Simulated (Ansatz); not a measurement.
This script makes an atomisation energy of BrClGeH, SMILES [Cl][GeH][Br] with the Ansatz DFT code, driven from Python.

`brclgeh.py`
```python
'''Atomisation energy of BrClGeH at the given geometry.'''

from collections import Counter

import ansatz as az
from ase import Atoms


def energy(molecule, charge=0, unpaired=0):
    calc = molecule.calculation().basis(gaussian='def2-SVPD').correlation('mp2')
    if charge:
        calc = calc.charge(charge)
    if unpaired:
        calc = calc.spin('collinear', total=unpaired)
    report = calc.run(threads=1, pin='off').report
    if report['published_state_doubts']:
        print('  doubts:', report['published_state_doubts'])
    return report['free_energy_ev']

atoms = Atoms(['Cl', 'Ge', 'Br', 'H'], positions=[
    (-1.8673, 0.3463, -0.4675),
    (0.2355, 0.1821, -0.4335),
    (0.7677, -1.8977, 0.425),
    (0.9197, 1.309, 0.4557),
])
geometry = az.Crystal.molecule_from_ase(atoms)

# unpaired electrons of the ground-state atoms
unpaired = {'Cl': 1, 'Ge': 2, 'Br': 1, 'H': 1}
counts = Counter(site.symbol for site in geometry.cartesian_sites)
atom_energy = {s: energy(az.Crystal.molecule().atom(s, (0, 0, 0)), 0, unpaired[s]) for s in counts}
whole = energy(geometry, 0, 1)
for s, e in atom_energy.items():
    print(f'{s:2s} x{counts[s]}  {e:14.5f} eV')
print(f'BrClGeH: {whole:.5f} eV')
split = sum(counts[s] * e for s, e in atom_energy.items()) - whole
print(f'atomisation energy (no zero-point term): {96.485332 * split:.1f} kJ/mol, {split / sum(counts.values()):.3f} eV an atom')
```

What does it cost to take this molecule apart into atoms?

861.0 kJ/mol from the electronic energies, without the zero-point term.

What the script printed:

Running `python brclgeh.py` prints:
```text
Cl x1    -12502.15093 eV
Ge x1    -56469.94495 eV
Br x1    -69995.77339 eV
H  x1       -13.58606 eV
BrClGeH: -138990.37920 eV
atomisation energy (no zero-point term): 861.0 kJ/mol, 2.231 eV an atom
```

Reading the output:
- Total energies depend on the basis set; only differences at equal settings carry meaning.
- The geometry is a force-field or estimated start, not a minimum of this method, and the basis set is short of its limit. All parts are taken at fixed geometry, without zero-point energy.
- The species is open-shell (spin multiplicity 2).
- In double-zeta sets correlated atomisation energies come out some 10 to 15 % low.
- The spin-orbit lowering of heavy atoms is left out.
- Timing: 2.9 s on 1 thread of AMD EPYC 9R45 96-Core Processor (Zen 5), on a shared host, peak memory 0.44 GiB.
